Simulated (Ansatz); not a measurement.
# HfGe3 (AuCu3 type): equation of state

One table from this session's results is given with a row withheld; the runs are named, their logs left out.

Computed with Ansatz 0.2.0 (DFT PBE, scalar-relativistic, plane waves, PAW, unless a step's input says otherwise).

### The structure to begin with

The structure is cubic, space group Pm-3m (No. 221). The conventional cell has a = 4.189 Å, b = 4.189 Å, c = 4.189 Å, α = 90.00°, β = 90.00°, γ = 90.00°. Around Hf (site symmetry m-3m) lie 12 Ge at 2.96 Å. Ge (site symmetry 4/mmm) has 4 Hf at 2.96 Å and 8 Ge at 2.96 Å as nearest neighbours.

As a file:

```xyz
4
Lattice="4.1894 0.0000 0.0000 0.0000 4.1894 0.0000 0.0000 0.0000 4.1894" Properties=species:S:1:pos:R:3 pbc="T T T"
Hf    0.0000    0.0000    0.0000
Ge    0.0000    2.0947    2.0947
Ge    2.0947    2.0947    0.0000
Ge    2.0947    0.0000    2.0947
```

This cell comes from an earlier session at PBE: 18.382 Å³/atom at 0.00 GPa, on a 8×8×8 mesh.

Volume factors to run: 0.980, 1.020, 0.960, 1.040, 1.070, 1.100, 0.945.

Set-up of the first run:

input.yaml

```yaml
crystal:
  lattice:
    - [4.1612724345, 0.0, 0.0]
    - [0.0, 4.1612724345, 0.0]
    - [0.0, 0.0, 4.1612724345]
  atoms:
    - { symbol: Hf, position: [0.0, 0.0, 0.0] }
    - { symbol: Ge, position: [0.0, 0.5, 0.5] }
    - { symbol: Ge, position: [0.5, 0.5, 0.0] }
    - { symbol: Ge, position: [0.5, 0.0, 0.5] }
basis:
  ecutwfc: 420
  ecutrho_ratio: 4
kpoints:
  mp_grid: { grid: [8, 8, 8] }
hamiltonian:
  xc: pbe
scf:
  occupations: { method: gaussian, width: 0.05 }
output:
  forces: true
  stress: true
  eigenvalues: true
```

On the command line:

```sh
$ ansatz run input.yaml --threads 2 --pin off --max-ram 2662MiB --backend cpu --events-out ev --progress --plain --runs-dir out
```

Among the steps run: At 0.980 of the relaxed volume; Scaling the volume by 1.020; Volume × 0.960; Scaling the volume by 1.040; At 1.070 of the relaxed volume; Volume × 1.100; Volume × 0.945.

One table of the session follows, with a row left open; its other results are not shown here.

It belongs to the step «Energy and pressure against volume». 

| volume (Å³/atom) | energy (meV/atom) | pressure (GPa) |
| --- | --- | --- |
| 17.371 | 17.42 | 5.83 |
| 17.647 | 8.94 | 4.05 |
| 18.014 | ? | ? |
| 18.382 | 0.00 | 0.00 |
| 18.750 | 2.00 | -1.72 |
| 19.117 | 7.78 | -3.26 |
| 19.669 | 22.69 | -5.25 |
| 20.220 | 43.83 | -6.93 |

Q: Estimate the row for volume (Å³/atom) = 18.014 from the others.

Worked estimate for «energy (meV/atom)». A straight line through the neighbours (17.647, 8.94) and (18.382, 0.00) gives 8.94 + (0.00 − 8.94) × (18.014 − 17.647) / (18.382 − 17.647) = 4.48; a parabola fitted to 4 rows on both sides gives 2.21.

**Answer.** energy (meV/atom): 2.14; pressure (GPa): 1.91. In «energy (meV/atom)» the line misses by +2.34 and the parabola by +0.07.
